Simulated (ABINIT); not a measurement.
# GaGe in ABINIT: convergence with cutoff

Input of the first run (cutoff 6.5 Ha); the others differ in this setting and in those tied to it:

The input run.abi:

```
# Pseudopotentials
pp_dirpath "./"
pseudos "Ge.hgh, Ga.hgh"

# Structure
acell 3*1.0
rprim
     0.0000000000     5.4761315119     5.4761315119
     5.4761315119     0.0000000000     5.4761315119
     5.4761315119     5.4761315119     0.0000000000
ntypat 2
znucl 32 31
natom 2
typat 1 2
xred
    -0.0072340000    -0.0102740000     0.0253490000
     0.2399690000     0.2466220000     0.2642740000
chkprim 0
chksymtnons 0
tolsym 1.0e-6

# Plane-wave basis
ecut 6.5

# k points
kptopt 1
ngkpt 8 8 8
nshiftk 1
shiftk 0.0 0.0 0.0

# Exchange and correlation
ixc 7

# Bands and occupations
nband 8
occopt 6
tsmear 0.00367493

# SCF cycle
nstep 100
tolvrs 1.0e-10

# Output
iomode 3
prtwf 0
prtden 0
prteig 0
prtebands 0
```

Potentials or basis: HGH LDA.

Command:

```bash
$ abinit run.abi > log 2>&1
```

The cell isn't the ideal one: atoms moved at random, drawn with an rms of 0.05 Å.

The cell comes from a database or a generator and needn't be the stable form of this composition.

Hardware: 1 thread of Arm Neoverse V1, on a shared host.

The values tried are 6.5 Ha, 8 Ha, 9.5 Ha, 11 Ha, 13.5 Ha, 16 Ha, 18.5 Ha, 21.5 Ha, 25.5 Ha, loosest first. From which on does the largest force stay within 0.005 eV/Å of the tightest run that finished?

From 9.5 Ha on.

```tsv
cutoff	energy less the tightest run (meV/atom)	largest force (eV/Å)	SCF cycles	CPU time (s)	peak memory (GiB)
6.5 Ha	446.98	0.164	8	11	0.06
8 Ha	180.67	0.147	8	14	0.06
9.5 Ha	78.62	0.137	8	23	0.07
11 Ha	37.80	0.139	8	26	0.07
13.5 Ha	17.00	0.141	8	37	0.08
16 Ha	10.43	0.140	8	50	0.09
18.5 Ha	6.01	0.140	8	55	0.1
21.5 Ha	2.35	0.140	8	84	0.11
25.5 Ha	0.00	0.140	8	94	0.12
```

Not settled before the last step: the energy (to 1 meV/atom). The tightest run that finished is the yardstick and may itself not be fully converged.

Caveat, for the tightest run too: HGH potentials are hard and often keep d shells in the core, so these values are rough.
